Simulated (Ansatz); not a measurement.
# B2H7NSi: the cost of one run

All numbers are computed with Ansatz 0.2.0, driven from Python. Level of theory: CAM-B3LYP/cc-pVDZ.

## 1. The system

Bond lengths: B1–B2 1.595 Å, B2–N3 1.512 Å, B2–Si4 1.986 Å, B1–H5 1.220 Å, B1–H6 1.226 Å, N3–H7 1.019 Å, N3–H8 1.110 Å, Si4–H9 1.472 Å, Si4–H10 1.464 Å, Si4–H11 1.396 Å. Angles (14 of 15 angles, heavy atoms first): B1–B2–N3 119.5°, B1–B2–Si4 119.5°, N3–B2–Si4 121.0°, B2–B1–H5 122.5°, B2–B1–H6 122.7°, B2–N3–H7 108.5°, B2–N3–H8 104.4°, B2–Si4–H9 104.5°, B2–Si4–H10 107.1°, B2–Si4–H11 109.4°, H5–B1–H6 114.7°, H7–N3–H8 105.2°, H9–Si4–H10 109.4°, H9–Si4–H11 111.8°.

b2h7nsi.xyz, read by the script:

```xyz
11

B    -0.90780    1.55860    0.08280
B    -0.24020    0.12750    0.30610
N    -0.48430   -0.61460    1.60120
Si    0.95210   -0.62300   -1.09340
H    -0.79130    2.18100   -0.96010
H    -1.63460    2.08750    0.91580
H    -0.82740   -1.54750    1.37900
H     0.52970   -0.77010    2.02470
H     0.07980   -0.79830   -2.26640
H     1.40000   -1.93350   -0.62010
H     1.98930    0.27530   -1.34900
```

## 2. Script

The input, b2h7nsi.py:

```python
"""Atomisation energy of B2H7NSi at the given geometry."""

from collections import Counter
import logging
import sys

import ansatz as az

logging.basicConfig(stream=sys.stdout, format="[%(levelname)s] %(message)s")
logger = logging.getLogger("b2h7nsi")
logger.setLevel(logging.INFO)


def total_energy(molecule, charge=0, unpaired=0):
    calc = (
        molecule.calculation()
        .basis(gaussian="cc-pVDZ")
        .functional("cam_b3lyp")
    )
    if charge:
        calc = calc.charge(charge)
    if unpaired:
        calc = calc.spin("collinear", total=unpaired)
    return calc.run(threads=1).report["free_energy_ev"]

mol = az.Crystal.molecule_from_extxyz("b2h7nsi.xyz")

# Hund ground states
unpaired = {"B": 1, "N": 3, "Si": 2, "H": 1}
counts = Counter(site.symbol for site in mol.cartesian_sites)
atom_energy = {s: total_energy(az.Crystal.molecule().atom(s, (0, 0, 0)), 0, unpaired[s]) for s in counts}
whole = total_energy(mol, 0, 0)
for s, e in atom_energy.items():
    logger.info(f"{s:2s} x{counts[s]}  {e:14.5f} eV")
logger.info(f"B2H7NSi: {whole:.5f} eV")
split = sum(counts[s] * e for s, e in atom_energy.items()) - whole
logger.info(f"atomisation energy (no zero-point term): {23.060548 * split:.1f} kcal/mol, {split / sum(counts.values()):.3f} eV an atom")
```

## 3. The input behind the calls

The package turns the script's settings into the engine's input (first run):

```yaml
crystal:
  periodic: [false, false, false]
  atoms:
    - { symbol: B, position_ang: [0.0, 0.0, 0.0] }
basis:
  gaussian:
    orbitals: cc-pVDZ
hamiltonian:
  xc: cam_b3lyp
magnetization:
  spin_polarized: true
  initial_magnetization: 1.0
```

## 4. Launch

Started as:

```console
> python b2h7nsi.py
```

**Question.** How long does this script take on 1 thread of Arm Neoverse V1, shared host, and how much memory does it need?

About 4.2 s, with a peak of 0.25 GiB.
